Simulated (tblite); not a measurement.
# C6H13BOSi2: the cost of one run

The runs use tblite 0.8.0 and PySCF 2.14.0, with density-fitted response routines of our own; the level of theory stands in each step. All values are computed, except where a source is named. Atoms are numbered from 0 throughout.

### 1 Starting geometry

23 atoms, charge 0, multiplicity 1; geometry from: force field or distance geometry start.

Bonds of the start (Å): C0–O1 1.42, O1–C2 1.41, C2–C3 1.30, C3–C4 1.47, C4–C5 1.31, C5–C6 1.50, C5–Si7 1.81, Si7–B8 1.92, B8–Si9 1.95, Si9–C2 1.82, C0–H10 1.12, C0–H11 1.11, C0–H12 1.11, C3–H13 1.11, C4–H14 1.09, C6–H15 1.12, C6–H16 1.09, C6–H17 1.11, Si7–H18 1.49, Si7–H19 1.48, B8–H20 1.21, Si9–H21 1.47, Si9–H22 1.47.

### 2 Relaxing the molecule with GFN2-xTB

What the job is given:

```
{"job": {"kind": "relax", "xc": "GFN2-xTB", "basis": "xTB"}, "charge": 0, "multiplicity": 1}
C      3.679900    -0.070400    -0.314300
O      2.580900     0.621400    -0.895200
C      1.324100     0.449600    -0.288900
C      0.890200    -0.771400    -0.321400
C     -0.353700    -1.352000     0.198600
C     -1.577100    -0.874000     0.158600
C     -2.588500    -1.786100     0.796500
Si    -2.299900     0.658400    -0.479900
B     -1.142100     2.187300    -0.467300
Si     0.622800     2.011000     0.338800
H      4.620800     0.142900    -0.875900
H      3.834200     0.311300     0.716400
H      3.503900    -1.160400    -0.222300
H      1.579400    -1.506800    -0.785700
H     -0.263200    -2.328300     0.675500
H     -2.941600    -1.385800     1.779100
H     -2.256900    -2.823900     0.852700
H     -3.486700    -1.776200     0.138700
H     -3.445400     0.997900     0.412400
H     -2.905600     0.469500    -1.812500
H     -1.227600     2.967700    -1.382600
H      0.362000     1.896200     1.783800
H      1.485600     3.149000     0.004900
```

On the command line:

```bash
$ OMP_NUM_THREADS=1 python probes_run.py task.json out
```

This one command runs all jobs of the session in turn.

Q: Estimate the wall time and peak memory of this first job on 1 thread of Arm Neoverse V2, shared host.

About 1.9 s, with a peak of 0.19 GiB.
